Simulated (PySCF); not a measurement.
**ZrCl2: relaxation and vibrations of the triplet**

Aim: relax ZrCl2 as a triplet from a PBE0 minimum start, check by its vibrations whether the end is a minimum, and collect its spectrum and constants.

Computed with PySCF 2.14.0. Level: PBE0, basis Zr def2-TZVP with ECP28, Cl def2-TZVP, scalar-relativistic core potentials, no spin–orbit coupling, density fitting.

## 1. The system as given

3 atoms, charge 0, spin multiplicity 3.

Bond lengths: Zr1–Cl2 2.347 Å, Zr1–Cl3 2.347 Å. Angles: Cl2–Zr1–Cl3 143.2°.

Z-matrix (Å, degrees; charge 0 multiplicity 3):
```
Zr
Cl 1 2.3471
Cl 1 2.3471 2 143.24
```

## 2. The SCF at the typed geometry

One driver script runs all steps and calls PySCF; scf.py shows how it sets up the SCF of each step. The optimiser is the driver's own. After this first run the driver tries any further starts and a stability analysis.

The input, scf.py:

```python
from pyscf import gto, scf, dft
mol = gto.M(atom='''
Zr     0.000000     0.317890    -0.000000
Cl    -0.000000    -0.422120     2.227345
Cl    -0.000000    -0.422120    -2.227345''',
    basis={'Zr': 'def2-TZVP', 'Cl': 'def2-TZVP'},
    ecp={'Zr': 'def2-TZVP'},
    charge=0, spin=2)
mf = dft.UKS(mol, xc='PBE0')
mf.grids.atom_grid = (50, 194)
aux = {'Zr': 'def2-universal-JKFIT', 'Cl': 'def2-universal-JKFIT'}
mf = mf.density_fit(auxbasis=aux)
mf.conv_tol = 1e-08
mf.diis_space = 10
mf.max_cycle = 60
mf.init_guess = 'minao'
mf.verbose = 4
mf.kernel()
```

Command:

```
OMP_NUM_THREADS=2 python axn.py task.json out
```

Further steps of the session: Relaxation: PBE0 minimum start, triplet; Vibrations and properties at this point.

What does the calculation give? Wanted: minimum; geometry; wavenumbers; dipole moment; highest occupied, lowest empty level; polar-tensor charge of Zr1; zero-point energy; atomisation energy; ⟨S²⟩.

**Answer**, as computed:

```
                                          quantity                                value
                                           minimum                         triplet, C2v
                                          geometry  Zr–Cl 2.347 Å (×2); Cl–Zr–Cl 143.3°
                                wavenumbers (cm⁻¹)          52 (a1), 362 (a1), 408 (b2)
                                     dipole moment                               1.75 D
highest occupied, lowest empty level (either spin)                      -5.77, -2.85 eV
                        polar-tensor charge of Zr1                              +1.19 e
                                 zero-point energy                           4.9 kJ/mol
                               entropy at 298.15 K                      314.0 J/(mol K)
         atomisation energy (no zero-point energy)                           994 kJ/mol
                                              ⟨S²⟩                                2.005
```

**Reading.** The molecule stays C2v, as typed, and the end point is a minimum. The strongest infrared band lies at 408 cm⁻¹ (b2, stretch). Most of the spin sits on Zr1 (Mulliken spin 2.08, against 2 for the whole molecule). Other starts or spin states, not run here, may lie lower. Open d and f shells are described by one determinant, and the ground state may have another occupation or spin.
